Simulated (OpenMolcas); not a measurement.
**Os⁶⁺ among point charges: CASSCF and CASPT2 levels and susceptibility**

Aim: the splitting of the states of Os⁶⁺ in the field of 6 point charges, its lowest levels with spin-orbit coupling and its magnetic susceptibility.

The numbers are computed with OpenMolcas 26.06 (state-averaged CASSCF and CASPT2, spin-orbit coupling by RASSI with atomic mean-field integrals), except any that are marked as measured or tabulated.

## Step 1: Starting point

| Property | Result |
| --- | --- |
| Species | Os⁶⁺ (osmium, Z = 76, 70 electrons) |
| Basis | ANO-RCC-VDZP [7s6p4d2f1g], 68 functions |
| Scalar Hamiltonian | DKH2, point nucleus |
| Inactive shells | 1s 2s 2p 3s 3p 3d 4s 4p 4d 4f 5s 5p |
| Active space | 2 electrons in 5 orbitals (5d) |
| Some configurations of this space | 5d2 |
| Orbitals | optimised for each spin and parity, averaged over all roots |

Outer shells as boxes (Hund's rule):

5d2
```
5d [↑ ][↑ ][  ][  ][  ]
```

The ion sits among 6 point charges of -1.5 e arranged as a tetragonal octahedron (D4h), 1.96 Å from the ion, with the axial distance 1.980 Å.

The work runs as a chain of OpenMolcas steps in one folder; each step below is one input file. Labels, J, g values, rates, χT and fits are worked out afterwards by a script from the matrices that RASSI stores. The input lists half of the charges; inversion (Group=XYZ) makes the rest.

## Step 2: GATEWAY and SEWARD: basis and integrals

Input file a.inp:

```
&GATEWAY
Coord
1

Os 0.0 0.0 0.0
Basis=ANO-RCC-VDZP
Group=XYZ
NoMove
AngMom=0.0 0.0 0.0
AMFI
XField
3 Angstrom 0
1.960000 0.000000 0.000000 -1.500000
0.000000 1.960000 0.000000 -1.500000
0.000000 0.000000 1.979600 -1.500000
&SEWARD
```

On the command line:

```sh
OMP_NUM_THREADS=1 MOLCAS_MEM=1689 MOLCAS_PROJECT=a pymolcas a.inp > a.log
```

## Step 3: CASSCF: triplets of even parity, 10 roots

Input file a.inp:

```
&RASSCF
FileOrb=start.orb
Symmetry=1
Spin=3
nActEl=2 0 0
Inactive=15 19
Ras2=5 0
CIRoot=10 10 1
SDav=10
CIMx=300
Iter=120 100
PrWF=0.3
OrbListing=Nothing
MaxOrb=0
>>> COPY $Project.JobIph JOB001
```

start.orb holds the contracted functions of the basis, ordered by shell, or the orbitals of the step before.

## Step 4: Reference wave functions, singlets of even parity, 15 roots

Input file a.inp:

```
&RASSCF
FileOrb=start.orb
Symmetry=1
Spin=1
nActEl=2 0 0
Inactive=15 19
Ras2=5 0
CIRoot=15 15 1
SDav=15
CIMx=300
Iter=120 100
PrWF=0.3
OrbListing=Nothing
MaxOrb=0
>>> COPY $Project.JobIph JOB002
```

## Step 5: RASSI: spin-orbit coupling between the states

Input file a.inp:

```
&RASSI
NrOfJobIphs=2 10 15
1 2 3 4 5 6 7 8 9 10
1 2 3 4 5 6 7 8 9 10 11 12 13 14 15
IphNames
JOB001
JOB002
EJob
SpinOrbit
DIPRint=1.0
SOCoupling=1000.0
Subsets=2
Property=9
'ANGMOM' 1 'ANGMOM' 2 'ANGMOM' 3 'MLTPL  1' 1 'MLTPL  1' 2 'MLTPL  1' 3
'AMFI' 1 'AMFI' 2 'AMFI' 3
SOProperty=3
'ANGMOM' 1 'ANGMOM' 2 'ANGMOM' 3
```

## Step 6: CASPT2: IPEA 0.25, imaginary shift 0.1 (closed shells correlated: 5s 5p)

Input file a.inp:

```
>>> COPY JOB001 $Project.JobIph
&CASPT2
Multistate=10 1 2 3 4 5 6 7 8 9 10
NoMult
Frozen=14 16
IPEA=0.25
Imaginary=0.1
MaxIter=60
WThr=0.0 0.3 0.05
PrWF=0.5
NoMix
>>> COPY JOB002 $Project.JobIph
&CASPT2
Multistate=15 1 2 3 4 5 6 7 8 9 10 11 12 13 14 15
NoMult
Frozen=14 16
IPEA=0.25
Imaginary=0.1
MaxIter=60
WThr=0.0 0.3 0.05
PrWF=0.5
NoMix
```

(Steps that only read results are left out.)

**Question.** What will these runs give? Wanted: spin-free ground state; first state of the same spin within the active space; lowest level; next level.

**Answer**, as computed:

```
                                            quantity                                                                        value
                                              method  SS-CASPT2, IPEA 0.25, imaginary shift 0.1 (closed shells correlated: 5s 5p)
                              spin-free ground state                                              3A2, 1-fold in its orbital part
first state of the same spin within the active space                                                               3E at 113 cm⁻¹
                                        lowest level                                                                    1-fold A1
                                          next level                                                                    81.0 cm⁻¹
                                         χT at 300 K                                                               0.09 cm³ K/mol
                           effective moment at 300 K                                                                      0.85 μB
```

Cost by method:

```
                                              method  time of its own steps  time with the reference
                                           A. CASSCF                    6 s                      6 s
B. SS-CASPT2, IPEA 0.25, imaginary shift 0.1, +5s 5p                  2.9 s                    8.8 s
```

Times are of one thread on a shared host.

**Reading.** The spin-free ground state (3A2) comes to 98 % from free-ion F terms and keeps the highest spin of the shell. χT at 300 K is 0.09, against 1.00 cm³ K/mol for the spin alone, so spin-orbit coupling lowers it. The field of point charges can differ much from that of real complexes. This is an electrostatic model: the charges have no orbitals.
